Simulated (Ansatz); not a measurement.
# BFH4OSSi: small, medium and large basis sets

An exercise on one series of results from a longer session: the logs are not shown, and one member is left open.

Program: Ansatz 0.2.0, Gaussian basis. Level of theory: one geometry, several basis sets. These are calculated values, not measurements.

Levels to be run: PBE0-D4/def2-SVP; ωB97M-V/def2-SVP; PBE0-D4/def2-QZVPP; ωB97M-V/def2-QZVPP; the functionals' def2-TZVPP values are taken from earlier runs.

## Structure used throughout

An earlier PBE0-D4 in a triple-zeta def2 set relaxation fixed the geometry.

SMILES `FB(S)O[SiH3]`, 9 atoms, charge 0, spin multiplicity 1.

Atoms are counted from 1 here; the program's logs count them from 0.

Bond lengths: F1–B2 1.328 Å, B2–S3 1.819 Å, B2–O4 1.343 Å, S3–H6 1.342 Å, O4–Si5 1.653 Å, Si5–H7 1.481 Å, Si5–H8 1.481 Å, Si5–H9 1.485 Å. Angles: F1–B2–S3 119.5°, F1–B2–O4 118.4°, S3–B2–O4 122.1°, B2–S3–H6 94.8°, B2–O4–Si5 138.4°, O4–Si5–H7 107.9°, O4–Si5–H8 107.9°, O4–Si5–H9 110.1°, H7–Si5–H8 110.4°, H7–Si5–H9 110.3°, H8–Si5–H9 110.3°.

Set-up of the first run:

in.yaml reads:

```yaml
crystal:
  periodic: [false, false, false]
  atoms:
    - {symbol: F, position_ang: [1.663042, -1.632290, -0.947200]}
    - {symbol: B, position_ang: [1.008409, -0.674579, -0.300729]}
    - {symbol: S, position_ang: [1.904847, 0.386341, 0.874002]}
    - {symbol: O, position_ang: [-0.304304, -0.523845, -0.541248]}
    - {symbol: Si, position_ang: [-1.546728, 0.448306, -0.048191]}
    - {symbol: H, position_ang: [3.089570, -0.215125, 0.685898]}
    - {symbol: H, position_ang: [-2.066098, 1.162318, -1.237250]}
    - {symbol: H, position_ang: [-2.597731, -0.417749, 0.533655]}
    - {symbol: H, position_ang: [-1.062507, 1.420322, 0.964062]}
basis:
  gaussian: {orbitals: def2-SVP}
hamiltonian: {xc: pbe0, dispersion: d4}
output: {orbitals: {seedname: orbitals}}
```

Run with:

```
$ ansatz run in.yaml --threads 4 --pin off --events-out ev --progress --plain --max-ram 10444MiB
```

Steps of the session up to this table: PBE0-D4 in def2-SVP; ωB97M-V in def2-SVP; PBE0-D4 in def2-QZVPP; ωB97M-V in def2-QZVPP.

One table of the session follows, with a row left open; its other results are not shown here.

```
functional       basis  HOMO (eV)  LUMO (eV)
   PBE0-D4    def2-SVP      -7.85       0.25
   PBE0-D4  def2-TZVPP      -8.00      -0.23
   PBE0-D4  def2-QZVPP      -8.02      -0.36
   ωB97M-V    def2-SVP     -10.02       2.17
   ωB97M-V  def2-TZVPP     -10.20       1.45
   ωB97M-V  def2-QZVPP          ?          ?
```

Estimate the missing values for ωB97M-V, def2-QZVPP.

As computed: HOMO (eV): -10.24; LUMO (eV): 1.11. In the column «HOMO (eV)» it is the lowest.
